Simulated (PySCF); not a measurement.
**MoO2F2: singlet, from a see-saw (ligand arrangement 2) start**

Aim: relax MoO2F2 as a singlet from a hand-made see-saw (ligand arrangement 2) geometry, check by its vibrations whether the end is a minimum, and collect its spectrum and constants.

Program: PySCF 2.14.0. Level of theory: PBE, basis Mo def2-SVP with ECP28, O def2-SVP, F def2-SVP, scalar-relativistic core potentials, no spin–orbit coupling, density fitting. These are calculated values, not measurements.

### Step 1. The system as given

5 atoms, charge 0, spin multiplicity 1.

Bond lengths: Mo1–O2 1.780 Å, Mo1–O3 1.780 Å, Mo1–F4 2.020 Å, Mo1–F5 2.020 Å. Angles: O2–Mo1–O3 86.9°, O2–Mo1–F4 170.0°, O2–Mo1–F5 86.9°, O3–Mo1–F4 86.9°, O3–Mo1–F5 104.0°, F4–Mo1–F5 86.9°.

```xyz
5
charge 0 multiplicity 1
Mo    0.0000    0.0000    0.0000
O     0.0000   -1.7732    0.1551
O    -1.4027    0.0000    1.0959
F     0.0000    2.0123    0.1761
F     1.5918    0.0000    1.2436
```

### Step 2. Finding the electronic state

The steps below are one call of a driver around PySCF. For each, scf.py gives the equivalent set-up of the SCF; relaxations use the driver's own optimiser. After this first run the driver tries any further starts and a stability analysis.

scf.py

```python
from pyscf import gto, scf, dft
mol = gto.M(atom='''
Mo     0.000000     0.000000     0.000000
O     -0.000000    -1.773200     0.155100
O     -1.402700     0.000000     1.095900
F      0.000000     2.012300     0.176100
F      1.591800     0.000000     1.243600''',
    basis={'Mo': 'def2-SVP', 'O': 'def2-SVP', 'F': 'def2-SVP'},
    ecp={'Mo': 'def2-SVP'},
    charge=0, spin=0)
mf = dft.RKS(mol, xc='PBE')
mf.grids.atom_grid = (50, 194)
aux = {'Mo': 'def2-universal-JKFIT', 'O': 'def2-universal-JKFIT', 'F': 'def2-universal-JKFIT'}
mf = mf.density_fit(auxbasis=aux)
mf.conv_tol = 1e-08
mf.diis_space = 10
mf.max_cycle = 60
mf.init_guess = 'minao'
mf.verbose = 4
mf.kernel()
```

Launch:

```sh
$ OMP_NUM_THREADS=2 python axn.py task.json out
```

Further steps of the session: Relaxation: see-saw (ligand arrangement 2) start, singlet; Frequencies.

Before running it: what results should come out? Wanted: minimum; geometry; wavenumbers; dipole moment; highest occupied, lowest empty level; polar-tensor charge of Mo1; zero-point energy; atomisation energy.

**Answer**, as computed:

| quantity | value |
| --- | --- |
| minimum | singlet, C2v |
| geometry | Mo–F 1.852 Å (×2), Mo–O 1.687 Å (×2); F–Mo–F 112.6°, F–Mo–O 109.4° (×4), O–Mo–O 106.4° |
| wavenumbers (cm⁻¹) | 168 (a1), 206 (b2), 247 (a2), 279 (b1), 361 (a1), 693 (a1), 722 (b1), 1010 (b2), 1026 (a1) |
| dipole moment | 1.10 D |
| highest occupied, lowest empty level | -8.30, -4.10 eV |
| polar-tensor charge of Mo1 | +2.24 e |
| zero-point energy | 28.2 kJ/mol |
| entropy at 298.15 K | 318.4 J/(mol K) |
| atomisation energy (no zero-point energy) | 2530 kJ/mol |

What this shows: From C1 at the start the molecule goes to a C2v minimum. In the infrared the band at 1010 cm⁻¹ (b2, stretch) leads. Only this shape and spin were tried, so other structures or states may lie lower.
